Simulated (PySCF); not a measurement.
**BiF: bond curves at several levels of theory**

One job finds the state of BiF, follows it along the bond with each method and fits the curves.

Program: PySCF 2.14.0. Level of theory: Bi cc-pVDZ-PP with ECP60, F cc-pVDZ, scalar-relativistic core potentials. These are calculated values, not measurements.

### 1 The job

The job is set up so:

| Property | Result |
| --- | --- |
| atoms | Bi, F |
| charge | 0 |
| basis | Bi cc-pVDZ-PP with ECP60, F cc-pVDZ |
| Hamiltonian | scalar-relativistic core potentials |
| basis functions | 37 |
| electrons treated | 32 |
| masses in u | 208.9804, 18.9984 |
| levels | PBE0, PBE, r²SCAN, M06, PW91, BLYP, HF, MP2, SCS-MP2, CCSD, CCSD(T) |
| grid | 80 radial by 434 angular points |
| occupations | held fixed by the projection of orbital angular momentum |
| dissociation limit | Bi + F, each in its ground configuration |
| starting distance in angstrom | 2.075 |
| values of 2S to try | 0, 2, 4 |

Run with:

```
$ OMP_NUM_THREADS=1 python dia.py task.json out
```

Further steps of the session: PBE0 along the bond; Higher solutions at PBE0; PBE (GGA); r²SCAN (meta-GGA); M06 (hybrid meta-GGA); PW91 (GGA); BLYP (GGA); UHF (mean field); MP2 and coupled cluster.

Before running it: what results should come out? Wanted: for each run, Re; ωe; De; μ.

As calculated:

Lowest PBE0 solution found, without spin–orbit coupling: ³Σ⁻ (triplet), unpaired electrons π ↑↑. State 2 has its PBE0 minimum 0.33 eV higher, as a spin-mixed determinant (⟨S²⟩ = 1.00), so this is no gap between pure states. State 3 has its PBE0 minimum 1.21 eV higher. The other levels ran on the lowest alone.

```
      level  Re (Å)  ωe (cm⁻¹)  De (eV)  μ (D)
        UHF   2.038        589     1.36  -4.01
    UHF-MP2   2.052        574     3.09    n/a
UHF-SCS-MP2   2.056        569     2.99    n/a
   UHF-CCSD   2.055        568     2.78    n/a
UHF-CCSD(T)   2.059        561     2.88    n/a
        PBE   2.071        546     3.99  -2.94
       PW91   2.069        548     4.03  -2.94
       BLYP   2.083        535     4.02  -2.94
     r²SCAN   2.055        565     3.59  -3.14
       PBE0   2.049        573     3.45  -3.29
        M06   2.054        568     4.11  -3.46
```

De is counted to Bi + F in their ground configurations. A positive dipole means Bi(−)F(+).

Differences from CCSD(T) in the same basis:

```
      level  Re (mÅ)  ωe (%)
        UHF      -21    +5.0
    UHF-MP2       -7    +2.4
UHF-SCS-MP2       -4    +1.4
   UHF-CCSD       -4    +1.3
        PBE      +12    -2.7
       PW91      +10    -2.3
       BLYP      +23    -4.7
     r²SCAN       -5    +0.7
       PBE0      -11    +2.1
        M06       -5    +1.3
```

What this shows: Against CCSD(T) in the same basis, the bond length is nearest at UHF-SCS-MP2 and UHF-CCSD (-4 mÅ) and farthest at BLYP (+23 mÅ); the wavenumber is nearest at r²SCAN (+0.7 %) and farthest at UHF (+5.0 %). Hartree–Fock makes the bond too short and too stiff against this reference, as it mostly does. PBE has the long and soft bond that GGAs tend to give. CCSD(T) in a basis this small is itself some way from its limit, more so than the functionals. Of the levels with a De here, UHF gives the least (1.36 eV) and M06 the most (4.11 eV).

Correlated steps freeze 5 core orbitals. These are scalar-relativistic numbers at best; spin–orbit coupling would shift them, the dissociation energy most. With spin–orbit coupling the term label itself may not hold.
